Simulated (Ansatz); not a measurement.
Task: a ladder of methods at one geometry of CH₆NSn, SMILES [CH3][SnH][NH2], with the Python package of Ansatz (0.2.0). Give the script and its output. Use (for the species named): MP2, def2-SVP basis, multiplicity 2. The script varies method: mp2, ccsd, ccsd_t.

```xyz
9

C    -0.8526    0.8851   -0.8925
Sn    0.8263    0.4093    0.2476
N     0.2932   -1.0449    1.5995
H    -1.1996    0.0403   -1.4381
H    -0.6302    1.7038   -1.6625
H    -1.6926    1.3317   -0.2307
H     2.1005   -0.1971   -0.8168
H     0.0259   -1.8498    1.0562
H     1.2175   -1.3247    2.1201
```

`ch6nsn_methods.py`:
```python
# -*- coding: utf-8 -*-
"""CH6NSn at several levels of theory."""

import ansatz as az

geometry_ang = [
    ("C", [-0.8526, 0.8851, -0.8925]),
    ("Sn", [0.8263, 0.4093, 0.2476]),
    ("N", [0.2932, -1.0449, 1.5995]),
    ("H", [-1.1996, 0.0403, -1.4381]),
    ("H", [-0.6302, 1.7038, -1.6625]),
    ("H", [-1.6926, 1.3317, -0.2307]),
    ("H", [2.1005, -0.1971, -0.8168]),
    ("H", [0.0259, -1.8498, 1.0562]),
    ("H", [1.2175, -1.3247, 2.1201]),
]
geometry = az.Crystal.molecule()
for symbol, xyz in geometry_ang:
    geometry = geometry.atom(symbol, xyz)

base = (
    geometry.calculation()
    .basis(gaussian="def2-SVP")
    .spin("collinear", total=1)
)

methods = ["mp2", "ccsd", "ccsd_t"]
reports = [base.correlation(m).run().report for m in methods]
print(f"Hartree-Fock reference {reports[0]['reference_energy_ev'] / 27.211386246:.6f} Ha")
best = reports[-1]["free_energy_ev"] - reports[-1]["reference_energy_ev"]
for method, each in zip(methods, reports):
    gained = each["free_energy_ev"] - each["reference_energy_ev"]
    print(f"{method:8s} total {each['free_energy_ev'] / 27.211386246:.6f} Ha  correlation {gained:9.4f} eV  ({100 * gained / best:.1f} % of the last)")
```

```console
$ python ch6nsn_methods.py
Hartree-Fock reference -309.029020 Ha
mp2      total -309.456112 Ha  correlation  -11.6218 eV  (88.9 % of the last)
ccsd     total -309.495976 Ha  correlation  -12.7065 eV  (97.2 % of the last)
ccsd_t   total -309.509568 Ha  correlation  -13.0764 eV  (100.0 % of the last)
```

Reading the output:
- Total energies depend on the basis set; only differences at equal settings carry meaning.
- The geometry is a force-field or estimated start, not a minimum of this method, and the basis set is short of its limit. A lower total doesn't mark the better method: functionals have no common bound, and MP2 and coupled cluster aren't variational.
- def2 sets replace the cores of elements past krypton by effective core potentials.
- The species is open-shell (spin multiplicity 2).
- Inner cores stay frozen; a filled d shell under the valence of the heavier atoms is correlated with it.
- Finished in 49 s on 1 thread of Intel(R) Xeon(R) Processor @ 2.30GHz, on a shared host, peak memory 0.72 GiB.
